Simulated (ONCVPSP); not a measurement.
**An ONCV potential for Co, from input to tests**

Aim: build the potential from the settings below, then test how well it stands in for the atom: other configurations, scattering, ghost states and the plane-wave cutoff that it needs.

Program: ONCVPSP 4.0.1.1 (patched build). Reference atom: PBEsol, scalar-relativistic, spherical and spin-unpolarised. All values are calculated.

### Step 1. The design

The settings as typed:

| Quantity | Value |
| --- | --- |
| element | cobalt (Co, Z = 27) |
| type | optimised norm-conserving Vanderbilt (ONCV) |
| frozen core | [Ne] 3s2 |
| valence charge | 15 |
| reference configuration | 3p6 3d7 4s2 |
| partial waves | 4s: rc 2.30 bohr, ncon 3, nbas 6, qcut 2.4 1/bohr, 2 projectors, debl 2.2 Ha; 3p: rc 0.80 bohr, ncon 4, nbas 9, qcut 10.5 1/bohr, 1 projector; 3d: rc 1.60 bohr, ncon 4, nbas 8, qcut 8.7 1/bohr, 2 projectors, debl 2.5 Ha |
| local potential | polynomial inside 0.60 bohr (lpopt 5, dvloc0 0 Ha) |
| core correction | polynomial model core, fcfact 0.65 |

The outer shells as boxes (Hund's rule for the drawing; the calculation is spin-unpolarised):

```
[Ne] core
3s [↑↓]
3p [↑↓][↑↓][↑↓]
3d [↑↓][↑↓][↑ ][↑ ][↑ ]
4s [↑↓]
```

The nodes and maxima of the atom's own shells, from an earlier all-electron run, set the scale for the radii.

All-electron outer shells of the reference configuration (PBEsol, scalar-relativistic, ld1.x):

| shell | level (eV) | outermost node (bohr) | outermost maximum (bohr) |
| --- | --- | --- | --- |
| 3s | -102.14 | 0.31 | 0.66 |
| 3p | -65.51 | 0.28 | 0.68 |
| 3d | -8.23 | – | 0.66 |
| 4s | -5.49 | 0.96 | 2.32 |
| 4p | -1.25 | 1.05 | 3.21 |

### Step 2. The generation run

File Co.dat:

```
# ATOM AND REFERENCE CONFIGURATION
# atsym  z   nc   nv     iexc    psfile
  Co 27.00    4    3  -116133      upf
#
#   n    l    f
    1    0    2.00
    2    0    2.00
    2    1    6.00
    3    0    2.00
    3    1    6.00
    3    2    7.00
    4    0    2.00
#
# PSEUDOPOTENTIAL AND OPTIMIZATION
# lmax
    2
#
#   l,   rc,      ep,       ncon, nbas, qcut
    0    2.30    0.00    3    6    2.40
    1    0.80    0.00    4    9   10.50
    2    1.60    0.00    4    8    8.70
#
# LOCAL POTENTIAL
# lloc, lpopt,  rc(5),   dvloc0
    4    5    0.60    0.00
#
# VANDERBILT-KLEINMAN-BYLANDER PROJECTORs
# l, nproj, debl
    0    2    2.20
    1    1    3.00
    2    2    2.50
#
# MODEL CORE CHARGE
# icmod, fcfact, rcfact
    1    0.65    0.00
#
# LOG DERIVATIVE ANALYSIS
# epsh1, epsh2, depsh
   -4.00    5.00    0.02
#
# OUTPUT GRID
# rlmax, drl
    6.00    0.01
#
# TEST CONFIGURATIONS
# ncnf
    4
# nvcnf
#   n    l    f
    3
    3    1    6.00
    3    2    7.00
    4    0    1.00
#
    3
    3    1    6.00
    3    2    7.00
    4    0    0.00
#
    3
    3    1    6.00
    3    2    6.00
    4    0    0.00
#
    3
    3    1    6.00
    3    2    6.00
    4    0    2.00
#
```

Started as:

```console
$ oncvpsp.x < Co.dat > Co.out
```

**Question.** What will these runs give? Wanted: cutoffs for 1 and 0.1 mHa per electron, occupied waves; bound ghosts; GHOST(+) flags; largest test error; largest phase difference near zero energy, channels read; rms error of d²Exc/dn², without and with the model core.

The runs gave:

```
                                                quantity                      value
  cutoffs for 1 and 0.1 mHa per electron, occupied waves           50 Ha and 345 Ha
                                            bound ghosts            s at -270.53 eV
                                          GHOST(+) flags                s at 101 eV
                            largest test error (AE − PS)  +105 meV, for 3p6 3d6 4s2
largest phase difference near zero energy, channels read                  0.004 rad
 rms error of d²Exc/dn², without and with the model core          3.63 and 0.48 mHa
```

What this shows: A bound ghost (s) makes it unfit for use: electrons can fall into a state that the atom doesn't have. By total energies transferability is poor: the largest error is 105 meV on 15.2 eV, for 3p6 3d6 4s2. By its cutoff, 50 Ha for the looser tolerance, it is hard. The tighter tolerance needs 345 Ha, and converged work needs a cutoff nearer that. At the looser tolerance the 3p wave is the slowest; 3d needs 34 Ha. Near zero energy the phases of the channels with partial waves agree within 0.004 rad. The program also flags highly localised states, GHOST(+) (s).
